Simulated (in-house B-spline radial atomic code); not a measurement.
# Pm¹⁸⁺: excited configurations in jj coupling

Wanted: excitation energies of Pm¹⁸⁺ as differences of total energies (ΔSCF).

Method: Dirac-Hartree-Fock, average of configuration, Fermi nucleus, basis-set limit. Code: in-house B-spline radial atomic code version 1.

## 1. Starting point

```
element       : promethium (Z = 61)
charge        : +18
electrons     : 43
configuration : 1s2 2s2 2p6 3s2 3p6 3d10 4s2 4p6 4d-4 4d+3
Hamiltonian   : Dirac-Coulomb
nucleus       : Fermi, rms radius 4.962 fm
```

In configurations, a minus sign after the shell means j = l − 1/2 and a plus sign j = l + 1/2; the count of electrons follows.

Settings, as recorded:

```ini
Z = 61
electrons = 43.0
configuration = 1s2 2s2 2p6 3s2 3p6 3d10 4s2 4p6 4d-4 4d+3
hamiltonian = dirac
method = hf
spin_polarised = False
nucleus = fermi
rms_radius = 4.961999461404065
mass_number = 145
atomic_mass = 144.912755748
speed_of_light = 137.035999084
```

This reference run was done before. Its total energy is -9904.439195 hartree, and its levels are (the highest eight at most):

| orbital | occupation | energy (eV) | <r> (bohr) |
| --- | --- | --- | --- |
| 3p3/2 | 4 | -1829.91 | 0.2605 |
| 3d3/2 | 4 | -1525.47 | 0.2321 |
| 3d5/2 | 6 | -1498.43 | 0.2365 |
| 4s1/2 | 2 | -761.29 | 0.5694 |
| 4p1/2 | 2 | -691.76 | 0.5779 |
| 4p3/2 | 4 | -657.29 | 0.5997 |
| 4d3/2 | 4 | -541.65 | 0.6156 |
| 4d5/2 | 3 | -535.31 | 0.6224 |

## 2. Run with 1s2 2s2 2p6 3s2 3p6 3d-3 3d+6 4s2 4p6 4d-4 4d+3 6d-1

Settings, as recorded:

```ini
Z = 61
electrons = 43.0
configuration = 1s2 2s2 2p6 3s2 3p6 3d-3 3d+6 4s2 4p6 4d-4 4d+3 6d-1
hamiltonian = dirac
method = hf
spin_polarised = False
nucleus = fermi
rms_radius = 4.961999461404065
mass_number = 145
atomic_mass = 144.912755748
speed_of_light = 137.035999084
```

## 3. Run with 1s2 2s2 2p6 3s2 3p6 3d-3 3d+6 4s2 4p6 4d-2 4d+5 7d-1

Changes to the settings of step 2:

```diff
@@ -2,3 +2,3 @@
 electrons = 43.0
-configuration = 1s2 2s2 2p6 3s2 3p6 3d-3 3d+6 4s2 4p6 4d-4 4d+3 6d-1
+configuration = 1s2 2s2 2p6 3s2 3p6 3d-3 3d+6 4s2 4p6 4d-2 4d+5 7d-1
 hamiltonian = dirac
```

## 4. 1s2 2s2 2p6 3s2 3p6 3d10 4s2 4p-1 4p+4 4d-4 4d+3 6p-1

Changes to the settings of step 3:

```diff
@@ -2,3 +2,3 @@
 electrons = 43.0
-configuration = 1s2 2s2 2p6 3s2 3p6 3d-3 3d+6 4s2 4p6 4d-2 4d+5 7d-1
+configuration = 1s2 2s2 2p6 3s2 3p6 3d10 4s2 4p-1 4p+4 4d-4 4d+3 6p-1
 hamiltonian = dirac
```

## 5. 1s2 2s2 2p6 3s2 3p6 3d10 4s2 4p6 4d-2 4d+4 5g+1

Changes to the settings of step 4:

```diff
@@ -2,3 +2,3 @@
 electrons = 43.0
-configuration = 1s2 2s2 2p6 3s2 3p6 3d10 4s2 4p-1 4p+4 4d-4 4d+3 6p-1
+configuration = 1s2 2s2 2p6 3s2 3p6 3d10 4s2 4p6 4d-2 4d+4 5g+1
 hamiltonian = dirac
```

## 6. Run with 1s2 2s2 2p6 3s2 3p6 3d-3 3d+6 4s2 4p6 4d-3 4d+4 5g-1

Changes to the settings of step 5:

```diff
@@ -2,3 +2,3 @@
 electrons = 43.0
-configuration = 1s2 2s2 2p6 3s2 3p6 3d10 4s2 4p6 4d-2 4d+4 5g+1
+configuration = 1s2 2s2 2p6 3s2 3p6 3d-3 3d+6 4s2 4p6 4d-3 4d+4 5g-1
 hamiltonian = dirac
```

## 7. Run with 1s2 2s2 2p6 3s2 3p6 3d10 4s2 4p6 4d-2 4d+5

Changes to the settings of step 6:

```diff
@@ -2,3 +2,3 @@
 electrons = 43.0
-configuration = 1s2 2s2 2p6 3s2 3p6 3d-3 3d+6 4s2 4p6 4d-3 4d+4 5g-1
+configuration = 1s2 2s2 2p6 3s2 3p6 3d10 4s2 4p6 4d-2 4d+5
 hamiltonian = dirac
```

## 8. 1s2 2s2 2p6 3s2 3p6 3d10 4s2 4p6 4d-1 4d+6

Changes to the settings of step 7:

```diff
@@ -2,3 +2,3 @@
 electrons = 43.0
-configuration = 1s2 2s2 2p6 3s2 3p6 3d10 4s2 4p6 4d-2 4d+5
+configuration = 1s2 2s2 2p6 3s2 3p6 3d10 4s2 4p6 4d-1 4d+6
 hamiltonian = dirac
```

## 9. 1s2 2s2 2p6 3s2 3p6 3d10 4s2 4p6 4d-3 4d+4

Changes to the settings of step 8:

```diff
@@ -2,3 +2,3 @@
 electrons = 43.0
-configuration = 1s2 2s2 2p6 3s2 3p6 3d10 4s2 4p6 4d-1 4d+6
+configuration = 1s2 2s2 2p6 3s2 3p6 3d10 4s2 4p6 4d-3 4d+4
 hamiltonian = dirac
```

Q: How far above the reference does each configuration lie (order and size, in eV)?

The runs gave:

| net move | configuration | energy above the reference (eV) | with Breit, QED, recoil (eV) | largest <r> (bohr) |
| --- | --- | --- | --- | --- |
| 4d3/2 → 4d5/2 | 1s2 2s2 2p6 3s2 3p6 3d10 4s2 4p6 4d-3 4d+4 | 5.874 | 5.745 | 0.622 |
| 2×4d3/2 → 2×4d5/2 | 1s2 2s2 2p6 3s2 3p6 3d10 4s2 4p6 4d-2 4d+5 | 11.084 | 10.840 | 0.622 |
| 3×4d3/2 → 3×4d5/2 | 1s2 2s2 2p6 3s2 3p6 3d10 4s2 4p6 4d-1 4d+6 | 15.627 | 15.285 | 0.622 |
| 2×4d3/2 → 4d5/2, 5g9/2 | 1s2 2s2 2p6 3s2 3p6 3d10 4s2 4p6 4d-2 4d+4 5g+1 | 344.30 | 343.95 | 1.36 |
| 4p1/2 → 6p1/2 | 1s2 2s2 2p6 3s2 3p6 3d10 4s2 4p-1 4p+4 4d-4 4d+3 6p-1 | 479.62 | 478.93 | 1.81 |
| 3d3/2, 4d3/2 → 4d5/2, 5g7/2 | 1s2 2s2 2p6 3s2 3p6 3d-3 3d+6 4s2 4p6 4d-3 4d+4 5g-1 | 1315.10 | 1313.70 | 1.36 |
| 3d3/2 → 6d3/2 | 1s2 2s2 2p6 3s2 3p6 3d-3 3d+6 4s2 4p6 4d-4 4d+3 6d-1 | 1329.49 | 1328.27 | 1.96 |
| 3d3/2, 2×4d3/2 → 2×4d5/2, 7d3/2 | 1s2 2s2 2p6 3s2 3p6 3d-3 3d+6 4s2 4p6 4d-2 4d+5 7d-1 | 1394.89 | 1393.41 | 2.87 |

What this shows: The energies run from 5.874 eV (4d3/2 → 4d5/2) to 1394.89 eV (3d3/2, 2×4d3/2 → 2×4d5/2, 7d3/2). Koopmans' estimate of the ionisation threshold is 535.31 eV; 3 configurations exceed it by over 2 % and could autoionise. Two partly filled shells share a symmetry and can mix in the average, which may lower the energy, for: 4p1/2 → 6p1/2; 3d3/2, 4d3/2 → 4d5/2, 5g7/2; 3d3/2 → 6d3/2; 3d3/2, 2×4d3/2 → 2×4d5/2, 7d3/2. These are averages over configurations, without correlation, not spectroscopic levels.
